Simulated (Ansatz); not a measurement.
This script drives the Python package of Ansatz (0.2.0).

`run_freq.py`
```python
'''Harmonic frequencies of CH6BNO at its relaxed geometry.'''

import warnings

import ansatz as az
from ase import Atoms
from ase.thermochemistry import IdealGasThermo
import numpy as np

warnings.simplefilter('ignore', az.DeckWarning)

geometry_ang = [
    ('N', [-1.2967, 0.9261, 0.2035]),
    ('B', [0.0934, 0.5233, 0.3764]),
    ('C', [0.481, -0.9766, 0.0541]),
    ('O', [0.3153, -1.2801, -1.274]),
    ('H', [-1.3309, 1.7633, -0.498]),
    ('H', [-1.6685, 1.3633, 1.1096]),
    ('H', [0.936, 1.2988, 0.7614]),
    ('H', [-0.0379, -1.6345, 0.7164]),
    ('H', [1.597, -1.1091, 0.339]),
    ('H', [0.9945, -0.9257, -1.7856]),
]
system = az.Crystal.molecule()
for symbol, xyz in geometry_ang:
    system = system.atom(symbol, xyz)

calculation = (
    system.calculation()
    .basis(gaussian='def2-SVP')
    .functional('pbe')
)
symbols = [site.symbol for site in system.cartesian_sites]
start = np.array([site.position_ang for site in system.cartesian_sites], dtype=float)
summary = calculation.relax(force_tolerance=0.003).run(threads=1, backend='cpu').report
end = np.array(summary['positions_ang'])

print('final positions (A) and the move of each atom')
for symbol, xyz, old in zip(symbols, end, start):
    print(f'{symbol:2s} {xyz[0]:10.5f} {xyz[1]:10.5f} {xyz[2]:10.5f}   {np.linalg.norm(xyz - old):7.4f}')

# frequencies need a stationary point, so they are taken at the relaxed geometry
minimum = az.Crystal.molecule()
for symbol, place in zip(symbols, end):
    minimum = minimum.atom(symbol, place.tolist())
vibrating = (
    minimum.calculation()
    .basis(gaussian='def2-SVP')
    .functional('pbe')
    .phonons(temperatures=(100, 500, 100))
)
vib = vibrating.run(threads=1, backend='cpu').report['vibrations']
sums = vib['harmonic_sums']
modes = [m['omega_inv_cm'] for m in sums['modes_at_gamma'] if m['rigid_motion'] == 'no']
print('frequencies (1/cm):', ' '.join(f'{w:.0f}' for w in modes))
print('imaginary modes:', sum(w < 0 for w in modes), ' zero-point energy:', round(sums['zero_point_energy_ev'], 4), 'eV')
# rigid rotor and ideal gas, symmetry number taken as one
gas = IdealGasThermo(vib_energies=[w / 8065.544 for w in modes if w > 0], geometry='linear' if len(modes) == 3 * len(symbols) - 5 else 'nonlinear',
                     atoms=Atoms(symbols, positions=end), symmetrynumber=1, spin=0.0)
print(f'H(298 K) - E = {gas.get_enthalpy(298.15, verbose=False):.4f} eV')
print(f'S(298 K, 1 bar) = {96485.33 * gas.get_entropy(298.15, 1e5, verbose=False):.1f} J/(mol K) with symmetry number 1')

# all hydrogen replaced by deuterium
heavier = vibrating.phonons(masses={'H': 2.014102}).run(threads=1, backend='cpu').report['vibrations']['harmonic_sums']
print('deuterated (1/cm):', ' '.join(f'{m["omega_inv_cm"]:.0f}' for m in heavier['modes_at_gamma'] if m['rigid_motion'] == 'no'))
print('zero-point energy falls by', round(sums['zero_point_energy_ev'] - heavier['zero_point_energy_ev'], 4), 'eV')
```

It is started by `python run_freq.py`. Estimate its wall time and peak memory on 1 thread of Intel(R) Xeon(R) 6975P-C (Granite Rapids), with other jobs on the host.

It took about 110 s, with a peak of 0.27 GiB, for 3 runs of the engine.

```console
$ python run_freq.py
final positions (A) and the move of each atom
N    -1.07030    1.17694    0.56511    0.4949
B     0.03423    0.59176   -0.06015    0.4458
C     0.38181   -0.95310    0.04735    0.1022
O     0.87951   -1.50753   -1.17455    0.6164
H    -1.27410    2.17585    0.52172    1.1015
H    -1.75252    0.64912    1.11308    0.7191
H     0.77966    1.32337   -0.70081    1.4707
H    -0.50571   -1.56183    0.33369    0.6088
H     1.11017   -1.09678    0.89407    0.7384
H     1.50045   -0.84900   -1.53672    0.5690
frequencies (1/cm): 73 234 295 371 542 574 774 792 919 965 1041 1117 1149 1239 1322 1395 1409 1556 2494 2827 2976 3499 3598 3696
imaginary modes: 0  zero-point energy: 2.1609 eV
H(298 K) - E = 2.3401 eV
S(298 K, 1 bar) = 305.1 J/(mol K) with symmetry number 1
deuterated (1/cm): 65 188 230 305 425 458 576 631 739 777 820 917 947 993 1051 1059 1156 1418 1854 2065 2194 2534 2657 2691
zero-point energy falls by 0.5026 eV
```

The frequencies are harmonic and unscaled, in a modest basis. The result belongs to the one conformer reached from this start, and soft torsions count as harmonic oscillators. The entropy takes a symmetry number of 1; a symmetric molecule's is lower by R ln(sigma).

(Lines on the test bed's own set-up are left out of the output.)
